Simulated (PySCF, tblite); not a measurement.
**C₅H₄F₃NO: infrared bands and NMR shifts**

Aim: predict the infrared bands and NMR shifts of C₅H₄F₃NO (`[H]/N=C\C(=C)C(=O)C(F)(F)F`).

The runs use tblite 0.8.0 and PySCF 2.14.0, with density-fitted response routines of our own; the level of theory stands in each step. All values are computed, except where a source is named. Atoms are numbered from 0 throughout.

## (1) The starting structure

14 atoms, charge 0, multiplicity 1; geometry from: GFN2-xTB.

Bonds of the start (Å): C0–C1 1.34, C1–C2 1.48, C2–N3 1.25, C1–C4 1.48, C4–O5 1.20, C4–C6 1.56, C6–F7 1.34, C6–F8 1.34, C6–F9 1.33, C0–H10 1.08, C0–H11 1.08, C2–H12 1.09, N3–H13 1.02.

## (2) Vibrational analysis with GFN2-xTB

The job: settings as JSON, then the geometry in Å.

```
{"job": {"kind": "ir", "xc": "GFN2-xTB", "basis": "xTB"}, "charge": 0, "multiplicity": 1}
C     -1.539337    -1.209768     0.075086
C     -0.528735    -0.341976    -0.074923
C     -0.772559     1.076396    -0.434883
N     -1.746235     1.781911    -0.083992
C      0.841386    -0.858385     0.120521
O      1.123255    -2.008954     0.316045
C      1.980270     0.204713     0.095096
F      1.713133     1.239669     0.905807
F      2.164097     0.704543    -1.138042
F      3.138371    -0.317870     0.485535
H     -2.566272    -0.915506    -0.064837
H     -1.344335    -2.240109     0.323983
H     -0.047947     1.549451    -1.089539
H     -2.415771     1.335413     0.541976
```

**Question.** This job is followed by: GIAO PBE0/pcSseg-1 NMR shielding, non-relativistic, gas phase. What will the session give for the following? strongest single infrared mode (GFN2-xTB); zero-point energy (GFN2-xTB); 13C shifts against TMS (PBE0/pcSseg-1); 1H shifts against TMS (PBE0/pcSseg-1); 15N shifts against NH3 (PBE0/pcSseg-1); 17O shifts against H2O (PBE0/pcSseg-1); 19F shifts against CFCl3 (PBE0/pcSseg-1, means over atoms taken as alike).

**Answer**, as computed:

```
                                                                 quantity                                  value
                                strongest single infrared mode (GFN2-xTB)                  1056 cm⁻¹, 255 km/mol
                                             zero-point energy (GFN2-xTB)                          53.0 kcal/mol
                                   13C shifts against TMS (PBE0/pcSseg-1)  184.5, 167.7, 147.7, 147.6, 125.7 ppm
                                    1H shifts against TMS (PBE0/pcSseg-1)            12.01, 8.79, 7.34, 6.60 ppm
                                   15N shifts against NH3 (PBE0/pcSseg-1)                              373.0 ppm
                                   17O shifts against H2O (PBE0/pcSseg-1)                              635.8 ppm
19F shifts against CFCl3 (PBE0/pcSseg-1, means over atoms taken as alike)                              -88.6 ppm
```

In words: The lowest mode is slightly imaginary (13i cm⁻¹), a soft motion within the noise of the Hessian, so the minimum is not strictly shown. The strongest single mode, at 1056 cm⁻¹, moves mainly C6. Unscaled tight-binding wavenumbers are off by several per cent, some by more. Its intensities can rank the bands wrongly. At PBE0/pcSseg-1: The widest tensor belongs to O5: span 1260 ppm, with a paramagnetic part of -698 ppm.
